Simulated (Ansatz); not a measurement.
# ZnO (P6_3mc): exact exchange against the cheap answer

One table from this session's results is given with a row withheld; the runs are named, their logs left out.

Computed with Ansatz 0.2.0 (DFT at several levels, plane waves, PAW, unless a step's input says otherwise).

2 further runs of the same task are left out: 1 that didn't finish, 1 set aside as unsound or not needed. Runs told in other sessions of the task aren't counted.

## The structure to begin with

Symmetry: P6_3mc, No. 186, hexagonal system. The conventional cell has a = 3.242 Å, b = 3.242 Å, c = 5.228 Å, α = 90.00°, β = 90.00°, γ = 120.00°. Around Zn (site symmetry 3m) lie 4 O at 1.98 Å. O (site symmetry 3m) is surrounded by 4 Zn at 1.98 Å.

Structure file:

```
Zn O
1.0
     3.24198    0.00000    0.00000
    -1.62099    2.80764    0.00000
     0.00000    0.00000    5.22764
Zn O
2 2
Direct
  0.33333 0.66667 0.00145
  0.66667 0.33333 0.50145
  0.33333 0.66667 0.38065
  0.66667 0.33333 0.88065
```

An earlier run on this cell at PBE gave 4.95 GPa at 11.896 Å³/atom (8×8×6 mesh), mesh gap 0.80 eV. The cell is compressed at this level.

The cell stays fixed from here on.

Levels to run, all on a 4×4×4 mesh: PBE; PBE0 form (fraction 1/ε∞); HSE06 form (fraction 0.15, screening 0.3 Å⁻¹); PBE0 form (fraction 0.5); HSE06 form (screening 0.1 Å⁻¹). Hardware: 4 threads of Arm Neoverse V2, shared host.

Set-up of the first run:

File input.yaml:

```yaml
crystal:
  lattice:
    - [3.2419811878, 0.0, 0.0]
    - [-1.6209905939, 2.8076380673, 0.0]
    - [0.0, 0.0, 5.2276401338]
  atoms:
    - { symbol: Zn, position: [0.3333333333, 0.6666666667, 0.0014489149] }
    - { symbol: Zn, position: [0.6666666667, 0.3333333333, 0.5014489149] }
    - { symbol: O, position: [0.3333333333, 0.6666666667, 0.3806510851] }
    - { symbol: O, position: [0.6666666667, 0.3333333333, 0.8806510851] }
basis:
  ecutwfc: 420
  ecutrho_ratio: 4
kpoints:
  mp_grid: { grid: [4, 4, 4] }
hamiltonian:
  xc: pbe
scf:
  occupations: { method: gaussian, width: 0.05 }
output:
  forces: true
  stress: true
  eigenvalues: true
  populations: true
  write_density: true
  write_potential: true
  elf: true
  volumetric_format: npy
```

Started as:

```
$ ansatz run input.yaml --threads 4 --pin off --max-ram 8192MiB --backend cpu --events-out ev --progress --plain --runs-dir out
```

Among the steps run: PBE; PBE0 form (fraction 1/ε∞); HSE06 form (fraction 0.15, screening 0.3 Å⁻¹); PBE0 form (fraction 0.5); HSE06 form (screening 0.1 Å⁻¹).

One of the session's tables, all rows but one given; the rest of the session is left out.

It belongs to the step «The sweep». 

```
                                        level  gap on the mesh (eV)
                                          PBE                  0.79
                    PBE0 form (fraction 1/ε∞)                  2.69
HSE06 form (fraction 0.15, screening 0.3 Å⁻¹)                  1.68
                     PBE0 form (fraction 0.5)                  5.81
               HSE06 form (screening 0.1 Å⁻¹)                     ?
```

Q: Estimate the row for HSE06 form (screening 0.1 Å⁻¹) from the others.

The run gave: gap on the mesh (eV): 2.87. In the column «gap on the mesh (eV)» it lies between PBE0 form (fraction 1/ε∞) (2.69) and PBE0 form (fraction 0.5) (5.81).

To keep in mind: Gaps are over this coarse mesh alone, and total energies of different levels can't be compared. The program warned that the SCF threshold is loose for the stress of this hybrid run. Warnings in the runs' records: stress scf threshold loose, stress exchange threshold loose.
